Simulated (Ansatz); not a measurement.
**C2H7AlOS: two geometries relaxed**

Program: Ansatz 0.2.0. Level of theory: RKS PBE0-D4/STO-3G. These are calculated values, not measurements.

## Step 1: The starting structure

Bond lengths: C1–S2 1.833 Å, S2–C3 1.797 Å, C3–O4 1.423 Å, C3–Al5 2.020 Å, C1–H6 1.038 Å, C1–H7 1.134 Å, C1–H8 1.121 Å, C3–H9 1.173 Å, O4–H10 0.988 Å, Al5–H11 1.557 Å, Al5–H12 1.632 Å. Angles (14 of 17 angles, heavy atoms first): C1–S2–C3 93.5°, S2–C3–O4 115.2°, S2–C3–Al5 110.3°, O4–C3–Al5 107.0°, S2–C1–H6 112.2°, S2–C1–H7 105.6°, S2–C1–H8 107.8°, S2–C3–H9 110.9°, O4–C3–H9 107.0°, Al5–C3–H9 105.9°, C3–O4–H10 104.4°, C3–Al5–H11 119.5°, C3–Al5–H12 119.3°, H6–C1–H7 109.5°.

Structure file:

```xyz
12

C    -1.8331   -0.5637    0.9895
S    -1.1848    0.3501   -0.4609
C     0.5309    0.0895    0.0050
O     0.9832   -1.2571   -0.0743
Al    1.7497    1.1925   -1.1690
H    -1.5571   -1.5640    0.9776
H    -2.9618   -0.4818    0.9207
H    -1.5208   -0.0085    1.9117
H     0.7270    0.4531    1.1028
H     0.7017   -1.5589   -0.9722
H     1.7498    0.9564   -2.7081
H     2.6923    2.3374   -0.4889
```

## Step 2: Relaxing end A

The input, input.yaml:

```yaml
crystal:
  periodic: [false, false, false]
  atoms:
    - { symbol: C, position_ang: [-1.8331, -0.5637, 0.9895] }
    - { symbol: S, position_ang: [-1.1848, 0.3501, -0.4609] }
    - { symbol: C, position_ang: [0.5309, 0.0895, 0.005] }
    - { symbol: O, position_ang: [0.9832, -1.2571, -0.0743] }
    - { symbol: Al, position_ang: [1.7497, 1.1925, -1.169] }
    - { symbol: H, position_ang: [-1.5571, -1.564, 0.9776] }
    - { symbol: H, position_ang: [-2.9618, -0.4818, 0.9207] }
    - { symbol: H, position_ang: [-1.5208, -0.0085, 1.9117] }
    - { symbol: H, position_ang: [0.727, 0.4531, 1.1028] }
    - { symbol: H, position_ang: [0.7017, -1.5589, -0.9722] }
    - { symbol: H, position_ang: [1.7498, 0.9564, -2.7081] }
    - { symbol: H, position_ang: [2.6923, 2.3374, -0.4889] }
basis:
  gaussian: { orbitals: STO-3G }
hamiltonian:
  xc: pbe0
  dispersion: d4
relax:
  f_tol: 0.015
  max_steps: 40
output:
  orbitals: {}
```

On the command line:

```
> ansatz run input.yaml --threads 1 --pin off --max-ram 2048MiB --backend cpu --events-out ev --progress --plain --runs-dir out
```

**Question.** How long does this run take on 1 thread of Intel Xeon 6975P-C (Granite Rapids), shared host, and how much memory does it need?

About 60 s, with a peak of 0.16 GiB.
